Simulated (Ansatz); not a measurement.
# BFH₃Sn radical: single points off equilibrium

The task here is to estimate one member of a computed series from the others.

Program: Ansatz 0.2.0, Gaussian basis. Level of theory: single points in def2-TZVPP. These are calculated values, not measurements.

Correlated methods freeze the cores. Filled d shells of the heavier atoms are correlated. Core potentials replace the inner electrons past krypton, and spin-orbit coupling is left out. Orbitals are unrestricted.

**The system as given**

SMILES `F[BH][SnH2]`, 6 atoms, charge 0, spin multiplicity 2.

Atoms are counted from 1 here; the program's logs count them from 0.

Bond lengths: F1–B2 1.328 Å, B2–Sn3 2.447 Å, B2–H4 1.288 Å, Sn3–H5 1.841 Å, Sn3–H6 1.749 Å. Angles: F1–B2–Sn3 117.0°, F1–B2–H4 120.5°, Sn3–B2–H4 119.9°, B2–Sn3–H5 104.4°, B2–Sn3–H6 104.9°, H5–Sn3–H6 89.6°.

Geometry (Å):

```xyz
6
BFH3Sn
F    -1.3951   -1.4819    0.8465
B    -0.6919   -1.0331   -0.1863
Sn    0.1367    1.2656   -0.0535
H    -0.7508   -1.6300   -1.3256
H     1.7564    1.2211   -0.9266
H     0.9792    1.3509    1.4770
```

The first run:

File run/in.yaml:

```yaml
crystal:
  periodic: [false, false, false]
  atoms:
    - {symbol: F, position_ang: [-1.395100, -1.481900, 0.846500]}
    - {symbol: B, position_ang: [-0.691900, -1.033100, -0.186300]}
    - {symbol: Sn, position_ang: [0.136700, 1.265600, -0.053500]}
    - {symbol: H, position_ang: [-0.750800, -1.630000, -1.325600]}
    - {symbol: H, position_ang: [1.756400, 1.221100, -0.926600]}
    - {symbol: H, position_ang: [0.979200, 1.350900, 1.477000]}
basis:
  gaussian: {orbitals: def2-TZVPP}
magnetization: {spin_polarized: true, initial_magnetization: 1}
correlation: {method: ccsd_t}
scf: {omitted_lower_state_checks: [cluster_reference]}
output: {forces: true}
```

Started as:

```console
> ansatz run in.yaml --threads 8 --pin off --events-out ev --progress --plain --max-ram 10444MiB
```

Steps of the session up to this table: CCSD(T)/def2-TZVPP; PBE0-D4/def2-TZVPP; wB97M-V/def2-TZVPP; r2SCAN-D4/def2-TZVPP; PBE-D4/def2-TZVPP; B97M-V/def2-TZVPP; LC-wPBE/def2-TZVPP.

One of the session's tables, all rows but one given; the rest of the session is left out.

```
   method  RMS force component (eV/Å)  angle to CCSD(T) forces (°)  dipole (D)
  CCSD(T)                       0.879                    reference        1.07
  PBE0-D4                       0.816                          9.0        1.10
  wB97M-V                       0.883                          2.4        1.14
r2SCAN-D4                           ?                            ?           ?
   PBE-D4                       0.690                          8.8        1.10
   B97M-V                       0.764                         15.0        1.30
  LC-wPBE                       0.945                          3.6        1.09
```

**Question.** Estimate the row for r2SCAN-D4.

The run gave: RMS force component (eV/Å): 0.792; angle to CCSD(T) forces (°): 6.8; dipole (D): 1.11. In the column «RMS force component (eV/Å)» it lies between B97M-V (0.764) and PBE0-D4 (0.816).
